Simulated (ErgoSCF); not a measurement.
# C8H18 (2,3,3-trimethylpentane) at KT3/6-31G(d) (spherical functions)

Aim: the energy change on altering one bond length of C8H18 (2,3,3-trimethylpentane) at KT3/6-31G* (spherical functions), from 2 runs. 

Program for the calculation: ErgoSCF 3.8.

2 further runs of the same task are left out: 1 that didn't finish, 1 set aside as unsound or not needed.

## (1) The molecule

The species is C8H18 (26 atoms), meant as a singlet with charge 0. SMILES: `CCC(C)(C)C(C)C`. Geometry: relaxed at PBE0-D4/def2-TZVP. This is one conformer, not always the lowest.

Some bond lengths: C1–C2 1.520 Å, C2–C3 1.540 Å, C3–C4 1.530 Å, C3–C5 1.528 Å, C3–C6 1.551 Å, C6–C7 1.525 Å, C6–C8 1.524 Å, C1–H9 1.093 Å, C1–H10 1.092 Å, C1–H11 1.092 Å, C2–H12 1.096 Å, C2–H13 1.095 Å, C4–H14 1.093 Å, C4–H15 1.094 Å, C4–H16 1.091 Å, C5–H17 1.093 Å. Some angles: C1–C2–C3 116.6°, C2–C3–C4 108.8°, C2–C3–C5 107.3°, C2–C3–C6 110.9°, C4–C3–C5 108.3°, C4–C3–C6 109.6°, C5–C3–C6 111.7°, C3–C6–C7 113.6°, C3–C6–C8 113.7°, C7–C6–C8 109.1°.

## (2) The energy at KT3/6-31G(d) (spherical functions)

Input file ergo.in:

```
# single point, C8H18
set_nthreads("env")
molecule_inline
C    1.79750749  -3.47841888  -2.58155486
C    0.56276044  -3.03716783  -0.02645617
C   -0.91122594  -0.54915441   0.29385241
C   -3.18985770  -0.57825619  -1.48419090
C   -1.88386797  -0.47167564   3.01071166
C    0.78631504   1.76046886  -0.31766296
C   -0.55576845   4.29251289  -0.01285014
C    3.25032893   1.81168044   1.17314198
H    2.68737952  -5.34055500  -2.63881356
H    0.42594427  -3.40623134  -4.12281549
H    3.26676955  -2.08569072  -2.98576728
H   -0.75985887  -4.58485352   0.35526851
H    2.00046408  -3.16302359   1.45584501
H   -2.62161705  -0.42575530  -3.46405696
H   -4.25263967  -2.33721327  -1.26309294
H   -4.48715468   0.97490971  -1.08526971
H   -0.33901687  -0.48452578   4.38095207
H   -3.05700995  -2.13066621   3.38922380
H   -3.04434879   1.19751945   3.36560223
H    1.28199020   1.58510227  -2.32341827
H    0.68011243   5.82545872  -0.63608181
H   -2.28808039   4.40892002  -1.12476499
H   -1.03745964   4.66403305   1.96153572
H    2.90394214   1.97948812   3.20327475
H    4.40060523   0.12812343   0.86473867
H    4.38378666   3.44497073   0.61302715
EOF
scf.max_number_of_iterations = 80
tmpdir = "."
scf.output_mulliken_pop = 1
basis = "6-31Gs"
scf.use_diagonalization = 1
XC.type = "LMG"
run "KT3"
```

Run with:

```
$ ergo ergo.in
```

Standard output:

```text
[...]
INDF Weighted mixed functional:
[...]
INSC Energy   1 =       -138.29905349179
[...]
INDE E_LUMO =          0.05329943065
[...]
INSC Energy  23 =       -320.85737213443  ( diff     -0.000000000001933 )
[...]
RESC CONVERGED after  23 iterations.
RESC FINAL ENERGY:       -320.85737213443
[...]
INSC SCF: dipole_moment_x [atomic units] =       0.01470749
INSC SCF: dipole_moment_y [atomic units] =      -0.01225505
INSC SCF: dipole_moment_z [atomic units] =      -0.01940217
[...]
```

Wall time 4.8 min (1 thread of Arm Neoverse N1, shared host); peak memory 0.26 GiB.

## (3) The distorted shape at the same level

Input file run.inp:

```
# single point, C8H18
set_nthreads(1)
scf.output_mulliken_pop = 1
scf.max_number_of_iterations = 80
scf.use_diagonalization = 1
basis = "6-31Gs"
XC.type = "LMG"
tmpdir = "."
molecule_inline
C    1.69837813  -3.44334745  -2.18043025
C    0.46363108  -3.00209640   0.37466844
C   -1.01035530  -0.51408298   0.69497702
C   -3.28898706  -0.54318477  -1.08306629
C   -1.98299734  -0.43660421   3.41183627
C    0.68718568   1.79554028   0.08346164
C   -0.65489782   4.32758432   0.38827447
C    3.15119957   1.84675186   1.57426658
H    2.58825016  -5.30548357  -2.23768895
H    0.32681491  -3.37115991  -3.72169088
H    3.16764019  -2.05061930  -2.58464267
H   -0.85898824  -4.54978210   0.75639312
H    1.90133471  -3.12795216   1.85696961
H   -2.72074642  -0.39068387  -3.06293235
H   -4.35176903  -2.30214184  -0.86196834
H   -4.58628405   1.00998113  -0.68414511
H   -0.43814623  -0.44945435   4.78207668
H   -3.15613932  -2.09559478   3.79034841
H   -3.14347815   1.23259087   3.76672683
H    1.28199020   1.58510227  -2.32341827
H    0.58098307   5.86053015  -0.23495721
H   -2.38720976   4.44399145  -0.72364038
H   -1.13658901   4.69910448   2.36266032
H    2.80481277   2.01455954   3.60439936
H    4.30147586   0.16319486   1.26586328
H    4.28465730   3.48004215   1.01415176
EOF
run "KT3"
```

Run with:

```
$ ergo run.inp
```

Standard output:

```text
[...]
INDF Weighted mixed functional:
[...]
INSC Energy   1 =       -138.22263780557
[...]
INDE E_LUMO =          0.04371119172
[...]
INSC Energy  27 =       -320.83785857284  ( diff     -0.000000000000341 )
[...]
RESC CONVERGED after  27 iterations.
RESC FINAL ENERGY:       -320.83785857284
[...]
INSC SCF: dipole_moment_x [atomic units] =      -0.00929006
INSC SCF: dipole_moment_y [atomic units] =       0.00066644
INSC SCF: dipole_moment_z [atomic units] =       0.07905684
[...]
```

Run time: 5.6 min. Hardware: 1 thread of Arm Neoverse N1, shared host; peak memory 0.26 GiB.

## (4) Summary of results

At KT3/6-31G* (spherical functions):

| quantity | value |
| --- | --- |
| first shape: total energy | -320.85737 Eh |
| first shape: dipole moment | 0.07 D |
| distorted shape: total energy | -320.83786 Eh |
| distorted shape: dipole moment | 0.20 D |
| energy change with the C6–H20 bond stretched from 1.097 to 1.317 Å | 0.531 eV |

In words: With the C6–H20 bond stretched from 1.097 to 1.317 Å the energy rises by 0.53 eV (12.2 kcal/mol). The first shape isn't relaxed at this level, so the change isn't measured from a minimum.
